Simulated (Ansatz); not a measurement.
# La3GaRh3: the cost of one run

Computed, not measured: Ansatz 0.2.0, DFT, PBE, no spin polarisation, plane waves, PAW.

### 1 The cell

Symmetry: Pm-3m, No. 221, cubic system. Conventional cell: a = 5.562 Å, b = 5.562 Å, c = 5.562 Å, α = 90.00°, β = 90.00°, γ = 90.00°. La (site symmetry 4/mmm) is surrounded by 4 Rh at 2.78 Å and 2 Ga at 2.78 Å. Rh (site symmetry 4/mmm) has 4 La at 2.78 Å as nearest neighbours. Ga (site symmetry m-3m) has 6 La at 2.78 Å as nearest neighbours.

Its coordinates follow in the input file.

It starts from an earlier solution of the starting cell (checkpoint.read).

### 2 The walk to rest

The input, input.yaml:

```yaml
crystal:
  lattice:
    - [5.561883, 0.0, 0.0]
    - [0.0, 5.561883, 0.0]
    - [0.0, 0.0, 5.561883]
  atoms:
    - { symbol: La, position: [0.5, 0.5, 0.0] }
    - { symbol: La, position: [0.0, 0.5, 0.5] }
    - { symbol: La, position: [0.5, 0.0, 0.5] }
    - { symbol: Rh, position: [0.5, 0.0, 0.0] }
    - { symbol: Rh, position: [0.0, 0.5, 0.0] }
    - { symbol: Rh, position: [0.0, 0.0, 0.5] }
    - { symbol: Ga, position: [0.5, 0.5, 0.5] }
  symmetry: { tolerance: 0.0003 }
kpoints:
  mp_grid: { grid: [6, 6, 6], shift: [0, 0, 0] }
magnetization:
  spin_polarized: false
scf:
  occupations: { method: fermi_dirac }
  lower_state_search: "off"
hamiltonian:
  pseudopotentials: { kind: paw }
  xc: pbe
basis:
  ecutwfc: 420
  fft_grid_basis: typed
relax:
  max_steps: 80
  cell: { p_target: 5.0 }
output:
  forces: true
  stress: true
  eigenvalues: true
  bader: true
  populations: true
  elf: true
  write_potential: true
  volumetric_format: npy
  dos:
    e_range: [-12, 8]
    de: 0.05
    projected: { site_lists: { Ga: [Ga], La: [La], Rh: [Rh] } }
  write_density: true
checkpoint:
  read: saved_state
```

On the command line:

```sh
$ ansatz run input.yaml --threads 2 --pin off --max-ram 2560MiB --backend cpu --events-out ev --progress --plain --runs-dir out
```

Q: Estimate wall time and peak memory on 2 threads of an x86-64 CPU, shared host.

About 89 s, with a peak of 0.74 GiB.
